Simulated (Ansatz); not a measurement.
# Cu2B: from the start to rest

Aim: in Cu2B, a structure type of another compound, with these elements put in, relax cell and atoms, then read levels, charges and fields where it ends.

Method: DFT, PBE, no spin polarisation, plane waves, PAW, in Ansatz 0.2.0.

## 1. The structure

The structure is tetragonal, space group P4/nmm (No. 129). The conventional cell has a = 3.397 Å, b = 3.397 Å, c = 5.329 Å, α = 90.00°, β = 90.00°, γ = 90.00°. B (site symmetry 4mm) has 9 Cu at 2.16 to 2.40 Å as nearest neighbours. Cu (site symmetry -4m2) has 4 B at 2.30 Å and 8 Cu at 2.34 to 2.40 Å as nearest neighbours. Cu (site symmetry 4mm) has 5 B at 2.16 to 2.40 Å and 4 Cu at 2.34 Å as nearest neighbours.

Symmetry-reduced, conventional setting; the input below types the cell that was run:

```cif
data_structure
_symmetry_space_group_name_H-M 'P4/nmm:1'
_symmetry_Int_Tables_number 129
_cell_length_a 3.3972
_cell_length_b 3.3972
_cell_length_c 5.3289
_cell_angle_alpha 90.000
_cell_angle_beta 90.000
_cell_angle_gamma 90.000
_cell_volume 61.50
loop_
_atom_site_label
_atom_site_type_symbol
_atom_site_symmetry_multiplicity
_atom_site_Wyckoff_symbol
_atom_site_fract_x
_atom_site_fract_y
_atom_site_fract_z
_atom_site_occupancy
B1 B 2 c 0.00000 0.50000 0.70900 1
Cu1 Cu 2 a 0.00000 0.00000 0.00000 1
Cu2 Cu 2 c 0.00000 0.50000 0.30300 1
```

The first density is read from a saved solution for the starting cell.

## 2. Relaxing

input.yaml

```yaml
crystal:
  lattice:
    - [3.397175, 0.0, 0.0]
    - [0.0, 3.397175, 0.0]
    - [0.0, 0.0, 5.328936]
  atoms:
    - { symbol: B, position: [0.0, 0.5, 0.709] }
    - { symbol: B, position: [0.5, 0.0, 0.291] }
    - { symbol: Cu, position: [0.0, 0.0, 0.0] }
    - { symbol: Cu, position: [0.5, 0.5, 0.0] }
    - { symbol: Cu, position: [0.0, 0.5, 0.303] }
    - { symbol: Cu, position: [0.5, 0.0, 0.697] }
  symmetry: { tolerance: 0.0003 }
kpoints:
  mp_grid: { grid: [8, 8, 5], shift: [0, 0, 0] }
magnetization:
  spin_polarized: false
scf:
  occupations: { method: fermi_dirac, width: 0.0494 }
  lower_state_search: "off"
hamiltonian:
  pseudopotentials: { kind: paw }
  xc: pbe
basis:
  ecutwfc: 420
  fft_grid_basis: typed
relax:
  max_steps: 80
  cell: { p_target: 0.0 }
  f_tol: 0.03
output:
  forces: true
  stress: true
  eigenvalues: true
  bader: true
  populations: true
  elf: true
  write_potential: true
  volumetric_format: npy
  dos:
    e_range: [-12, 8]
    de: 0.05
    projected: { site_lists: { B: [B], Cu: [Cu] } }
checkpoint:
  read: saved_state
```

Launch:

```sh
> ansatz run input.yaml --threads 2 --pin off --max-ram 2560MiB --backend cpu --events-out ev --progress --plain --runs-dir out
```

The program printed, shortened:

```text
Warning: checkpoint.read: basis.xc_grid differs: saved 1, current 2 (points along each axis for each point of the dense box; where the key is left out runs that use forces, runs that use the stress, dielectric runs by a finite field, finite-displacement phonons, runs of [...]
Warning: RAYON_NUM_THREADS=2 ignored (pool sized by the plan → 2); use --threads N
[...]
Pseudopotentials: kind: paw
Pseudopotential: B, paw, valence charge 3, recommended cutoff 420 eV (normal), B.paw.azcp
Pseudopotential: Cu, paw, valence charge 19, recommended cutoff 420 eV (normal), Cu.paw.azcp
Functional definition: PBE
[...]
Crystal: 6 atoms, lattice volume = 61.500 Å³
Basis set: ecut = 420 eV, 1197 PW (Γ), exchange–correlation on 48×48×72 points (8 copies of the dense FFT grid, shifted against one another)
Bands: 50, of which v1, the nominal top of the filled ones, is band 41 counted from 1 (40 counted from 0)
Symmetry: 16 space group operations
Space group: P4/nmm (ITA 129), of the structure as read, at distance tolerance 1.2e-3 Å
k-points: 45 of 320
[...]
SCF iter   1: F=—  HF=-26808.539313 eV  |F-HF|=—  |Δ(HF+E_count)|=         —  Δρ=2.52e-3  dr2=6.61e-3  ethr=7.45e-6  ⟨swp⟩=2.1  Hψ=11072  notcnv=0
[...]
relax step   1: F+E_penalty+E_count = -26808.53856075 eV  Δ(F+E_penalty+E_count) = +0.000e0 eV  max|allowed force component| = 3.358e0 eV/Å  Δτ_max = 0.0000 Å  P = +7.744 GPa  Ω = 61.500 Å³  (8 SCF iters, dr2 threshold 1.00e-7 eV, accepted)
[...]
relax step   3: F+E_penalty+E_count = -26809.80611132 eV  Δ(F+E_penalty+E_count) = -5.565e-1 eV  max|allowed force component| = 5.157e-1 eV/Å  Δτ_max = 0.1957 Å  P = +5.365 GPa  Ω = 59.985 Å³  energy of the carried Pulay correction = +1.555e-3 eV  (8 SCF iters, dr2 threshold 6.00e-7 eV, accepted)
[...]
relax step   4: F+E_penalty+E_count = -26809.85198379 eV  Δ(F+E_penalty+E_count) = -4.587e-2 eV  max|allowed force component| = 8.672e-2 eV/Å  Δτ_max = 0.0518 Å  P = -1.736 GPa  Ω = 62.349 Å³  energy of the carried Pulay correction = -8.551e-4 eV  (8 SCF iters, dr2 threshold 6.00e-7 eV, accepted)
[...]
SCF iter   6: F=—  HF=-26809.860342 eV  |F-HF|=—  |Δ(HF+E_count)|=   1.30e-6  Δρ=4.38e-5  dr2=8.37e-7  ethr=1.37e-8  ⟨swp⟩=2.0  Hψ=3081  notcnv=0
```

## 3. More of the same log: semilocal partner

The log, continued:

```text
SCF iter   7: F=-26809.860343 eV  HF=-26809.860343 eV  |F-HF|=1.25e-7  |Δ(HF+E_count)|=   3.54e-7  Δρ=1.12e-5  dr2=1.76e-7  ethr=7.32e-10  ⟨swp⟩=9.1  Hψ=16463  notcnv=0
SCF 5 converged in 7 iterations: F = -26809.860343 eV  dr2 = 1.76e-7
relax step   5: F+E_penalty+E_count = -26809.86034266 eV  Δ(F+E_penalty+E_count) = -8.359e-3 eV  max|allowed force component| = 4.610e-2 eV/Å  Δτ_max = 0.0085 Å  P = +0.238 GPa  Ω = 61.710 Å³  energy of the carried Pulay correction = -2.128e-4 eV  (7 SCF iters, dr2 threshold 6.00e-7 eV, accepted)
Crystal: 6 atoms, lattice volume = 61.812 Å³
Basis set: ecut = 420 eV, 1195 PW (Γ), exchange–correlation on 48×48×72 points (8 copies of the dense FFT grid, shifted against one another)
iter 1 solved again at ethr=1.17e-6 eV; its pass at ethr=3.10e-3 eV (dr2=9.58e-4 eV) is discarded
SCF iter   1: F=—  HF=-26809.861429 eV  |F-HF|=—  |Δ(HF+E_count)|=         —  Δρ=1.42e-3  dr2=8.48e-4  ethr=1.17e-6  ⟨swp⟩=2.0  Hψ=9238  notcnv=0
preconditioner: auto → Kerker (q_TF=auto, 2.860 Å⁻¹)  [metal: Δε(μ)=0.015 eV  Ē_g=9.518 eV  σ=0.049 eV  W_gap=0.08  n_scr=20 (ndim 8)  ℏωp=33.4 eV  f_vac=0.000  D(μ)=4.26/eV (n_scr^D=46)]
SCF iter   2: F=—  HF=-26809.861333 eV  |F-HF|=—  |Δ(HF+E_count)|=   9.55e-5  Δρ=3.97e-4  dr2=6.28e-5  ethr=1.03e-6  ⟨swp⟩=2.0  Hψ=2608  notcnv=0
SCF iter   3: F=—  HF=-26809.861321 eV  |F-HF|=—  |Δ(HF+E_count)|=   1.19e-5  Δρ=2.76e-4  dr2=3.71e-5  ethr=7.66e-8  ⟨swp⟩=2.1  Hψ=3200  notcnv=0
SCF iter   4: F=—  HF=-26809.861316 eV  |F-HF|=—  |Δ(HF+E_count)|=   4.93e-6  Δρ=5.06e-5  dr2=8.78e-7  ethr=4.53e-8  ⟨swp⟩=2.1  Hψ=2787  notcnv=0
iter 5 did not close the SCF: its close was put off for the readings that it lacked (scf_convergence_deferred on its scf_iter line)
SCF iter   5: F=-26809.861317 eV  HF=-26809.861317 eV  |F-HF|=7.33e-8  |Δ(HF+E_count)|=   6.56e-7  Δρ=1.42e-5  dr2=1.51e-7  ethr=1.07e-9  ⟨swp⟩=2.0  Hψ=4013  notcnv=0
SCF iter   6: F=-26809.861317 eV  HF=-26809.861317 eV  |F-HF|=1.21e-7  |Δ(HF+E_count)|=   1.31e-8  Δρ=1.02e-5  dr2=9.91e-8  ethr=1.84e-10  ⟨swp⟩=6.0  Hψ=13852  notcnv=0
SCF 6 converged in 6 iterations: F = -26809.861317 eV  dr2 = 9.91e-8
relax step   6: F+E_penalty+E_count = -26809.86131691 eV  Δ(F+E_penalty+E_count) = -9.742e-4 eV  max|allowed force component| = 1.968e-2 eV/Å  Δτ_max = 0.0046 Å  P = +0.078 GPa  Ω = 61.812 Å³  energy of the carried Pulay correction = -3.152e-4 eV  (6 SCF iters, dr2 threshold 4.80e-7 eV, accepted)
Crystal: 6 atoms, lattice volume = 61.863 Å³
iter 1 solved again at ethr=1.74e-7 eV; its pass at ethr=3.10e-3 eV (dr2=1.43e-4 eV) is discarded
SCF iter   1: F=—  HF=-26809.861365 eV  |F-HF|=—  |Δ(HF+E_count)|=         —  Δρ=5.60e-4  dr2=1.27e-4  ethr=1.74e-7  ⟨swp⟩=2.0  Hψ=8895  notcnv=0
preconditioner: auto → Kerker (q_TF=auto, 2.859 Å⁻¹)  [metal: Δε(μ)=0.027 eV  Ē_g=9.522 eV  σ=0.049 eV  W_gap=0.13  n_scr=20 (ndim 8)  ℏωp=33.4 eV  f_vac=0.000  D(μ)=4.21/eV (n_scr^D=46)]
SCF iter   2: F=—  HF=-26809.861366 eV  |F-HF|=—  |Δ(HF+E_count)|=   8.13e-7  Δρ=1.38e-4  dr2=1.20e-5  ethr=1.54e-7  ⟨swp⟩=2.0  Hψ=2706  notcnv=0
SCF iter   3: F=—  HF=-26809.861363 eV  |F-HF|=—  |Δ(HF+E_count)|=   2.64e-6  Δρ=1.01e-4  dr2=5.75e-6  ethr=1.47e-8  ⟨swp⟩=2.2  Hψ=3165  notcnv=0
SCF iter   4: F=—  HF=-26809.861362 eV  |F-HF|=—  |Δ(HF+E_count)|=   1.05e-6  Δρ=2.47e-5  dr2=5.46e-7  ethr=7.01e-9  ⟨swp⟩=2.1  Hψ=2835  notcnv=0
SCF iter   5: F=—  HF=-26809.861362 eV  |F-HF|=—  |Δ(HF+E_count)|=   2.14e-8  Δρ=1.04e-5  dr2=1.53e-7  ethr=6.66e-10  ⟨swp⟩=2.1  Hψ=3190  notcnv=0
SCF iter   6: F=-26809.861362 eV  HF=-26809.861362 eV  |F-HF|=3.46e-8  |Δ(HF+E_count)|=   6.20e-9  Δρ=7.02e-6  dr2=2.21e-8  ethr=4.09e-11  ⟨swp⟩=5.8  Hψ=13873  notcnv=0
SCF 7 converged in 6 iterations: F = -26809.861362 eV  dr2 = 2.21e-8
relax step   7: F+E_penalty+E_count = -26809.86136226 eV  Δ(F+E_penalty+E_count) = -4.536e-5 eV  max|allowed force component| = 1.683e-3 eV/Å  Δτ_max = 0.0026 Å  P = -0.010 GPa  Ω = 61.863 Å³  energy of the carried Pulay correction = -3.666e-4 eV  (6 SCF iters, dr2 threshold 3.35e-8 eV, accepted)
Basis set: ecut = 420 eV, 1195 PW (Γ), exchange–correlation on 48×48×80 points (8 copies of the dense FFT grid, shifted against one another)
Initial wavefunctions: pseudopotential atomic-orbital guess (no wavefunctions were taken with the density)
iter 1 solved again at ethr=1.65e-8 eV; its pass at ethr=3.10e-3 eV (dr2=1.35e-5 eV) is discarded
SCF iter   1: F=—  HF=-26809.861538 eV  |F-HF|=—  |Δ(HF+E_count)|=         —  Δρ=4.63e-4  dr2=3.02e-6  ethr=1.65e-8  ⟨swp⟩=3.2  Hψ=13720  notcnv=0
preconditioner: auto → Kerker (q_TF=auto, 2.859 Å⁻¹)  [metal: Δε(μ)=0.027 eV  Ē_g=9.520 eV  σ=0.049 eV  W_gap=0.14  n_scr=20 (ndim 8)  ℏωp=33.4 eV  f_vac=0.000  D(μ)=4.21/eV (n_scr^D=46)]
SCF iter   2: F=—  HF=-26809.861828 eV  |F-HF|=—  |Δ(HF+E_count)|=   2.90e-4  Δρ=2.36e-4  dr2=7.91e-7  ethr=3.68e-9  ⟨swp⟩=1.0  Hψ=2250  notcnv=0
SCF iter   3: F=—  HF=-26809.861919 eV  |F-HF|=—  |Δ(HF+E_count)|=   9.07e-5  Δρ=8.46e-6  dr2=1.62e-8  ethr=9.65e-10  ⟨swp⟩=1.0  Hψ=2250  notcnv=0
SCF iter   4: F=—  HF=-26809.861919 eV  |F-HF|=—  |Δ(HF+E_count)|=   1.16e-8  Δρ=2.10e-6  dr2=1.48e-9  ethr=1.97e-11  ⟨swp⟩=2.0  Hψ=3732  notcnv=0
SCF iter   5: F=—  HF=-26809.861919 eV  |F-HF|=—  |Δ(HF+E_count)|=   1.73e-9  Δρ=5.66e-7  dr2=2.87e-10  ethr=1.80e-12  ⟨swp⟩=2.2  Hψ=3135  notcnv=0
SCF iter   6: F=—  HF=-26809.861919 eV  |F-HF|=—  |Δ(HF+E_count)|=  5.46e-11  Δρ=4.56e-7  dr2=1.82e-10  ethr=1.00e-12  ⟨swp⟩=5.6  Hψ=10420  notcnv=0
SCF iter   7: F=-26809.861919 eV  HF=-26809.861919 eV  |F-HF|=3.64e-12  |Δ(HF+E_count)|=  2.91e-11  Δρ=1.69e-7  dr2=2.01e-11  ethr=1.00e-12  ⟨swp⟩=4.1  Hψ=10054  notcnv=0
SCF 8 converged in 7 iterations: F = -26809.861919 eV  dr2 = 2.01e-11
relax step   8: F+E_penalty+E_count = -26809.86191916 eV  Δ(F+E_penalty+E_count) = -5.569e-4 eV  max|allowed force component| = 1.844e-3 eV/Å  Δτ_max = 0.0000 Å  P = -0.001 GPa  Ω = 61.863 Å³  stress off target by 1.18e-3 GPa  SCF on the basis re-selected at this cell (its energy is not comparable with the rows above)  (7 SCF iters)
basis re-selected at this cell: Δ(F+E_penalty+E_count) = -5.569e-4 eV, ΔP = +0.009 GPa vs the last step (what re-selecting the basis moved, of the pressure what is left beyond the Pulay correction that the steps carried, after the strain that the cell walked since its last selection, with what the two solves' SCF thresholds leave and, on support functions, any second-order correction that the steps lacked; it is no measure of the basis error at this ecutwfc). The dense FFT grid was sized anew with the basis: this SCF ran on 24×24×40 points, the steps before it on 24×24×36, so part of this shift can come from that change (see relax.cell in the input reference). This SCF's stress stands 1.18e-3 GPa from its target on what of the cell is left free (relax.cell.stress_tol is 5.00e-2 GPa) and its largest allowed force component is 1.84e-3 eV/Å (relax.f_tol is 3.00e-2 eV/Å): within both
SCF converged after 7 iterations
Free energy (F): -26809.861919 eV
Harris-Foulkes:  -26809.861919 eV  (|F-HF|=3.64e-12)
Internal energy: -26809.829689 eV  (E = F + TS)
E sigma→0 (E₀):  -26809.845804 eV
Entropy (-TS):   -0.032230 eV (-5.372 meV/atom)
Fermi energy:    15.639102 eV
--- Per-component energies (eV) ---
  E_band       = -1543.154094
  E_kinetic    = 1284.656507
  E_local      = -18014.649733  (includes V_loc(G=0)·N_el)
  E_nonlocal   = 1568.090657
  E_hartree    = 7970.400660
  E_xc         = -422.341250
  E_vxc        = -538.593118  (∫ρ·V_xc dr)
  E_paw        = -6792.811141  (= ΣΔE_a)
  E_vpaw       = -1783.460750  (= ΣTr[D̂ρ^β])
  E_aug_tail   = 0.001155  (compensation charges beyond the density's cutoff)
  E_ewald      = -12403.176544
  E_smearing   = -0.032230  (= −TS)
  E_closure    = -0.000000  (closes the sum)
  Σ components = -26809.861919   (vs F -26809.861919, Δ=0.00e0)
--- Forces (eV/Å), atoms counted from 1 ---
  atom   1  B      0.00000000     0.00000000     0.00184434
  atom   2  B     -0.00000000     0.00000000    -0.00184434
  atom   3  Cu     0.00000000     0.00000000    -0.00000000
  atom   4  Cu    -0.00000000    -0.00000000     0.00000000
  atom   5  Cu     0.00000000     0.00000000    -0.00039698
  atom   6  Cu    -0.00000000    -0.00000000     0.00039698
  max |Σ_I F_I| component: 3.25e-19 eV/Å
--- Stress (GPa, compression-positive) ---
       -0.001182       0.000000      -0.000000
        0.000000      -0.001182       0.000000
       -0.000000       0.000000      -0.000391
  P = ⅓ Tr σ = -0.0009 GPa (-0.009 kbar)
--- Band table (eV; the first three rows and the last of 45) ---
  k-point 0: bands = ["-98.2950", "-98.2710", "-97.7072", "-97.7045", "-55.7027", "-55.7027", "-55.6424", "-55.6178", "-55.5911", "-55.5911", "-55.1922", "-55.1829", "-55.0144", "-55.0144", "-55.0009", "-55.0009", "3.6772", "7.1195", "8.3899", "9.5927", "10.1419", "10.1419", "10.1912", "11.0516", "11.5017", "11.7753", "11.7753", "11.9422", "12.1171", "12.2309", "12.2309", "12.2901", "12.4100", "12.5912", "12.6999", "12.7346", "12.7346", "12.7731", "13.2979", "14.5988", "14.5988", "18.6161", "18.8478", "18.8478", "20.2567", "20.9930", "22.8198", "23.3952", "23.3952", "24.3416"]
  k-point 1: bands = ["-98.2951", "-98.2710", "-97.7073", "-97.7045", "-55.7026", "-55.7026", "-55.6424", "-55.6178", "-55.5911", "-55.5911", "-55.1919", "-55.1833", "-55.0145", "-55.0145", "-55.0009", "-55.0009", "3.8480", "6.4922", "8.6368", "9.5775", "10.1874", "10.1874", "10.1944", "11.1386", "11.4788", "11.8210", "11.8210", "12.1040", "12.1333", "12.1419", "12.1419", "12.1938", "12.5060", "12.5060", "12.6525", "12.6919", "12.7821", "12.7829", "13.2980", "15.0642", "15.0642", "18.2256", "18.3883", "18.3883", "20.3165", "21.1725", "22.8974", "23.8589", "23.8589", "24.0589"]
  k-point 2: bands = ["-98.2951", "-98.2710", "-97.7073", "-97.7045", "-55.7026", "-55.7026", "-55.6424", "-55.6178", "-55.5911", "-55.5911", "-55.1913", "-55.1839", "-55.0145", "-55.0145", "-55.0008", "-55.0008", "4.2848", "5.5732", "8.9116", "9.4356", "10.1995", "10.2722", "10.2722", "11.3782", "11.4907", "11.7522", "11.8748", "11.8748", "12.0171", "12.0171", "12.0834", "12.2241", "12.2261", "12.2261", "12.6942", "12.7980", "12.9105", "13.2979", "13.7925", "15.9838", "15.9838", "17.3747", "17.4356", "17.4356", "20.5668", "21.0324", "23.1366", "23.5518", "24.1482", "24.8342"]
  k-point 44: bands = ["-98.2829", "-98.2829", "-97.7058", "-97.7058", "-55.7160", "-55.7160", "-55.6297", "-55.6297", "-55.5809", "-55.5809", "-55.1875", "-55.1875", "-55.0172", "-55.0172", "-55.0005", "-55.0005", "7.6990", "7.6990", "9.0611", "9.0611", "10.6517", "10.6517", "10.9089", "10.9089", "11.2670", "11.2670", "11.3076", "11.3076", "11.7518", "11.7518", "12.0783", "12.0783", "12.2419", "12.2419", "12.6394", "12.6394", "12.7826", "12.7826", "13.0877", "13.0877", "15.0497", "15.0497", "15.2008", "15.2008", "20.0785", "20.0785", "22.4904", "22.4904", "24.3690", "24.3690"]
--- Relaxed structure (7 steps of the walk, 7 accepted, 1 SCFs on fresh bases) ---
  F+E_penalty+E_count = -26809.86191916 eV   max|allowed force component| = 1.844e-3 eV/Å   (the final SCF, on the basis selected at the relaxed cell)
  cell:  # Å, volume = 61.8628 Å³
    - [3.370728198903487, 7.873356206706538e-34, 2.3620045789786562e-33]
    - [1.2431615063220851e-34, 3.370728198903487, -2.3309278243539095e-33]
    - [3.770138140027916e-33, -3.6563807271044986e-33, 5.444803516740392]
  atoms:
    - { symbol: B, position: [-2.3652040658745783e-34, 0.5, 0.7459114853497518] }
    - { symbol: B, position: [0.5, 3.779473522141656e-35, 0.254088514650248] }
    - { symbol: Cu, position: [-5.155469705854732e-34, -4.724341902677067e-35, -4.340387339303271e-19] }
    - { symbol: Cu, position: [0.5, 0.5, -4.340387339303274e-19] }
    - { symbol: Cu, position: [6.218523796291223e-34, 0.5, 0.3712815111964705] }
    - { symbol: Cu, position: [0.5, 3.7794735221416476e-35, 0.6287184888035293] }
--- Löwdin populations: 6 sites ---
  site symbol       q [e]
     0      B      4.2458
     1      B      4.2458
     2     Cu     18.2678
     3     Cu     18.2678
     4     Cu     18.2291
     5     Cu     18.2291
  spilling = 0.006276 (of n_electrons = 82.000000)
--- Bader charges: 6 sites ---
  site symbol  charge [e]  shift [e]
     0      B     -0.3545     0.0096
     1      B     -0.3545     0.0096
     2     Cu      0.0762     0.0068
     3     Cu      0.0762     0.0068
     4     Cu      0.2783     0.0028
     5     Cu      0.2783     0.0028
  estimated error of the sums over rays = 5.8e-4 e
```

Wall time 1.8 min (2 threads of Arm Neoverse N1, shared host); peak memory 0.42 GiB.

Relaxation path:

```tsv
step	energy from step 1 (eV/cell)	largest force component (eV/Å)	pressure (GPa)	volume (Å³)
1	0.0000	3.3576	7.74	61.50
2	-0.7110	2.1981	4.00	61.37
3	-1.2676	0.5157	5.36	59.99
4	-1.3134	0.0867	-1.74	62.35
5	-1.3218	0.0461	0.24	61.71
6	-1.3228	0.0197	0.08	61.81
7	-1.3228	0.0017	-0.01	61.86
8	-1.3234	0.0018	0.00	61.86
```

Step 1 is the start. Step 8 repeats the geometry before on a plane-wave basis chosen anew for that cell, so the energy can jump there without any move; the table keeps such jumps.

| input's cell | before | after | change |
| --- | --- | --- | --- |
| a (Å) | 3.397 | 3.371 | -0.8 % |
| b (Å) | 3.397 | 3.371 | -0.8 % |
| c (Å) | 5.329 | 5.445 | +2.2 % |
| volume (Å³/atom) | 10.25 | 10.31 | +0.6 % |

The largest move, 0.37 Å, apart from the change of the cell, is shared by several atoms, Cu6 among them.

## 4. Density of states

Counts of states in windows (eV from the Fermi level; tetrahedra), total and projected:

```tsv
from	to	total	B s	B p	Cu s	Cu d
-4.5	-4.0	5.36	0.07	0.50	0.06	4.69
-4.0	-3.5	6.72	0.02	0.27	0.07	6.35
-3.5	-3.0	8.32	0.05	0.19	0.07	7.97
-3.0	-2.5	6.20	0.05	0.19	0.09	5.85
-2.5	-2.0	1.77	0.11	0.28	0.08	1.23
-2.0	-1.5	1.32	0.13	0.38	0.05	0.68
-1.5	-1.0	0.41	0.04	0.16	0.01	0.16
-1.0	-0.5	0.57	0.07	0.24	0.03	0.21
-0.5	0.0	1.56	0.15	0.67	0.13	0.53
0.0	0.5	1.41	0.09	0.71	0.11	0.41
0.5	1.0	1.27	0.08	0.73	0.08	0.31
1.0	1.5	0.97	0.06	0.61	0.04	0.20
1.5	2.0	0.82	0.04	0.55	0.02	0.15
2.0	2.5	0.85	0.04	0.60	0.02	0.14
2.5	3.0	0.64	0.02	0.48	0.01	0.09
3.0	3.5	0.21	0.02	0.10	0.06	0.02
```

## 5. Atomic charges

Gathered by element (positive charge: electrons given up): Löwdin charges also hold the electrons that the projection spills.

```tsv
element	atoms	Bader charge (e)	Bader volume (Å³)	Löwdin charge (e)
B	2	-0.35	9.4	-1.25
Cu	4	+0.08 to +0.28	10.1 to 11.4	+0.73 to +0.77
```

The Löwdin projection spills 0.6 % of the electrons and depends on the orbitals chosen; where it disagrees with Bader's partition, neither is an observable.

## 6. Fields in real space

Maps in the plane spanned by b and c at height 0.000 along a (axes of the input's cell), one cell: b runs left to right (10 points from zero), c bottom to top (16 points), 90° apart. These are the smooth PAW fields, not the true ones near the nuclei.

Valence density. Ten steps from '0' (0.09 e/Å³) to '9' (70.00 e/Å³), finer at the low end (step k begins (100^(k/10) - 1)/99 of the way up):
```
7520000025
3210111012
0001111100
0001101100
0000111000
0000111000
0000010000
0000222000
0002575200
0003797300
0002575200
0000232000
0000000000
3200000002
7520000025
9730000037
```

ELF. Ten even steps from '0' (0.00) to '9' (0.93):
```
6422454224
2225767522
1247414742
2356101653
1256414652
1247888742
1134444431
1111222111
1112363211
1112696211
1112474211
2211222112
1122111221
2212222212
6421222124
9621222126
```

Atoms within 0.2 Å of the plane, in fractions of b and c: B at (0.50, 0.75), Cu at (1.00, 1.00), Cu at (0.50, 0.37).

## 7. What came out

| quantity | value |
| --- | --- |
| moves | 6 |
| energy gained | 220.5 meV/atom |
| largest move | 0.37 Å (Cu) |
| space group (0.01 Å), before / after | P4/nmm / P4/nmm |
| cell | a = 3.371 Å, b = 3.371 Å, c = 5.445 Å, α = 90.00°, β = 90.00°, γ = 90.00° |
| volume | 10.31 Å³/atom (+0.6 %) |
| pressure at the end | 0.00 GPa |
| formation energy (elements from separate runs) | 0.45 eV/atom |
| character | metal |
| density of states, mean within 0.25 eV of the Fermi level | 3 per eV per cell |
| Bader charges | B -0.35, Cu +0.08 to +0.28 e |

What this shows: The volume grew by 0.6 %, and the largest move of an atom is 0.37 Å apart from the change of the cell; the energy fell by 220.5 meV per atom. The run held to 16 symmetry operations, so a lower structure without them is not ruled out. Bands cross the Fermi level: a metal; within 0.25 eV of the Fermi level the density of states averages 3 per eV per cell, mostly B p (49 %) and Cu d (30 %). Set against separate runs on the elements (alpha-rhombohedral (B12), Cu fcc), it forms at 0.45 eV per atom, so at this geometry it is not bound against them. Cu loses most charge (+0.18 e on average) and B gains most (-0.35 e).
